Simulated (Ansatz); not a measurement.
# Mo: a surface, (110), 3 layers

What do the surfaces of Mo (110), 3 layers cost, and how tightly do they hold an electron? The runs shown use LAPW. Companion runs by PAW are cited. Its runs: bulk in the slab's orientation (LAPW); the reference run (LAPW); atoms relaxed (LAPW); spin-orbit coupling on (LAPW); vacuum of 22 Å (LAPW).

Method: DFT PBE, with the methods named in each step, in Ansatz 0.2.0.

**1. The system as given**

Symmetry: Im-3m, No. 229, cubic system. The conventional cell has a = 3.161 Å, b = 3.161 Å, c = 3.161 Å, α = 90.00°, β = 90.00°, γ = 90.00°. Around Mo (site symmetry m-3m) lie 8 Mo at 2.74 Å.

Coordinates:

```cif
data_structure
_symmetry_space_group_name_H-M 'Im-3m'
_symmetry_Int_Tables_number 229
_cell_length_a 3.1608
_cell_length_b 3.1608
_cell_length_c 3.1608
_cell_angle_alpha 90.000
_cell_angle_beta 90.000
_cell_angle_gamma 90.000
_cell_volume 31.58
loop_
_atom_site_label
_atom_site_type_symbol
_atom_site_symmetry_multiplicity
_atom_site_Wyckoff_symbol
_atom_site_fract_x
_atom_site_fract_y
_atom_site_fract_z
_atom_site_occupancy
Mo1 Mo 2 a 0.00000 0.00000 0.00000 1
```

The file gives the conventional cell by its symmetry; the runs use the cell typed in the input.

Atoms are numbered in the order of the input: Mo1, Mo2.

**2. Bulk in the slab's orientation, LAPW**

Contents of input.yaml:

```yaml
crystal:
  lattice:
    - [-1.5804199498, 1.5804199498, 1.5804199498]
    - [1.5804199498, -1.5804199498, 1.5804199498]
    - [3.1608398996, 3.1608398996, 0.0]
  atoms:
    - { symbol: Mo, position: [0.0, 0.0, 0.0] }
    - { symbol: Mo, position: [0.5, 0.5, 0.5] }
kpoints:
  mp_grid: { grid: [13, 13, 8] }
scf:
  occupations: { method: fermi_dirac, width: 0.1 }
hamiltonian:
  xc: pbe
  pseudopotentials: { kind: all_electron, lapw: { basis_error: 0.001 } }
output:
  forces: true
  stress: true
  eigenvalues: true
```

Command:

```sh
$ ansatz run input.yaml --threads 1 --pin off --max-ram 3584MiB --backend cpu --events-out ev --progress --plain --runs-dir out
```

After this run come: Slab as cut, LAPW; Atoms relaxed, LAPW; Spin-orbit coupling on, LAPW; Vacuum of 22 Å, LAPW.

Q: Predict the outcome of this session. Wanted: surface energy; work function; outer layer spacing; core-level shifts among the layers (for each run or level that gives them).

The runs gave:

| quantity | value |
| --- | --- |
| surface energy (LAPW, relaxed) | 2.89 J/m² |
| work function (LAPW, relaxed) | 4.67 eV |
| outer layer spacing (LAPW) | 2.24 → 2.15 Å |
| surface energy (PAW, relaxed) | 2.89 J/m² |
| work function (PAW, relaxed) | 4.67 eV |
| outer layer spacing (PAW) | 2.24 → 2.15 Å |
| core-level shifts among the layers (PAW holes) | Mo1 +0.00, Mo2 +0.35 eV |

In words: By LAPW the surface costs 2.95 J/m² as cut and 2.89 J/m² relaxed. The outermost spacing changes by -3.6 % (LAPW). Spin-orbit coupling on moves the work function by less than 0.01 eV (LAPW). Vacuum of 22 Å moves the work function by less than 0.01 eV (LAPW). The outermost spacing changes by -3.6 % (PAW). Spin-orbit coupling on moves the work function by less than 0.01 eV (PAW). Thickness wasn't converged, and no reconstruction was sought.
